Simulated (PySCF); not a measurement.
**Nd2O3: other functionals and bases at one geometry**

One table from this session's results is given with a row withheld; the runs are named, their logs left out.

Program: PySCF 2.14.0. Level of theory: several levels, as the steps say, no spin–orbit coupling. These are calculated values, not measurements.

5 further runs of the same task are left out: 2 for a known fault of the program, 3 that didn't finish.

## Where the work starts

5 atoms, charge 0, spin multiplicity 1.

Bond lengths: Nd1–O3 2.144 Å, Nd1–O4 1.885 Å, Nd2–O3 2.144 Å, Nd2–O5 1.885 Å. Angles: O3–Nd1–O4 110.9°, O3–Nd2–O5 110.9°, Nd1–O3–Nd2 158.6°.

Geometry (Å):

| atom | x (Å) | y (Å) | z (Å) |
| --- | --- | --- | --- |
| Nd1 | -0.55311 | -0.04536 | 2.10659 |
| Nd2 | -0.55311 | -0.04536 | -2.10659 |
| O3 | -0.94890 | -0.07782 | 0.00000 |
| O4 | 1.29573 | 0.10627 | 2.44219 |
| O5 | 1.29573 | 0.10627 | -2.44219 |

Formal oxidation states: Nd +3. Each metal's 3 4f electrons lie in its core potential, so multiplicities, spins and levels count the valence alone. An earlier session relaxed this geometry at B3LYP, Nd lcecp-1-SVP with ECP49, O def2-SVP (singlet, point group C2v).

At B3LYP on the finer grid: E = -293.516610 Eh, HOMO -5.33 eV, LUMO -2.02 eV, Mulliken charge on Nd1 +0.76 e, largest force component 0.002 eV/Å. 

Levels to run: wB97X; M06-L; revPBE; BLYP; B3LYP, TZVP. Hardware: 2 threads of Arm Neoverse V1, shared host.

Set-up of the first run:

run.py (the lines that set the calculation) reads:

```python
mol = gto.M(atom='''
Nd    -0.55311    -0.04536     2.10659
Nd    -0.55311    -0.04536    -2.10659
O     -0.94890    -0.07782     0.00000
O      1.29573     0.10627     2.44219
O      1.29573     0.10627    -2.44219''',
    basis={'Nd': 'lcecp-1-SVP', 'O': 'def2-SVP'},
    ecp={'Nd': 'lcecp-1-SVP'},
    charge=0, spin=0)
mf = dft.RKS(mol, xc='WB97X')
mf.grids.atom_grid = (75, 302)  # f atoms: unpruned, at least (60, 302)
mf = mf.density_fit()  # fitting sets: Nd AutoAux, O def2-universal-JKFIT
mf.conv_tol = 1e-08; mf.max_cycle = 55
mf.kernel(dm0)  # dm0: the density of the relaxed state
```

The run is started by

```console
$ OMP_NUM_THREADS=2 python run.py
```

Among the steps run: wB97X; M06-L; revPBE; BLYP; B3LYP, TZVP.

One table of the session follows, with a row left open; its other results are not shown here.

```
               level  HOMO (eV)  gap (eV)  charge on Nd1 (e)  dipole (D)  largest force component (eV/Å)
B3LYP (relaxed here)      -5.33      3.31               0.76       12.13                            0.00
               wB97X      -7.71      7.68               0.81       13.11                            0.86
               M06-L          ?         ?                  ?           ?                               ?
              revPBE      -4.20      1.95               0.67       11.21                            0.39
                BLYP      -4.15      1.79               0.64       11.18                            0.73
         B3LYP, TZVP      -5.32      3.30               1.24       12.70                            0.09
```

**Question.** Estimate the row for M06-L.

The run gave: HOMO (eV): -4.11; gap (eV): 2.83; charge on Nd1 (e): 0.88; dipole (D): 12.03; largest force component (eV/Å): 0.16. In the column «HOMO (eV)» it is the highest.

In one basis the HOMO–LUMO gap runs from 1.79 eV (BLYP) to 7.68 eV (wB97X). The largest leftover force, 0.86 eV/Å with wB97X, stands at a geometry relaxed at another level. With 4f in the core, its levels are missing from HOMO and gap, and its count is fixed, so no charge can pass from the ligands into it. Total energies of different levels can't be compared.
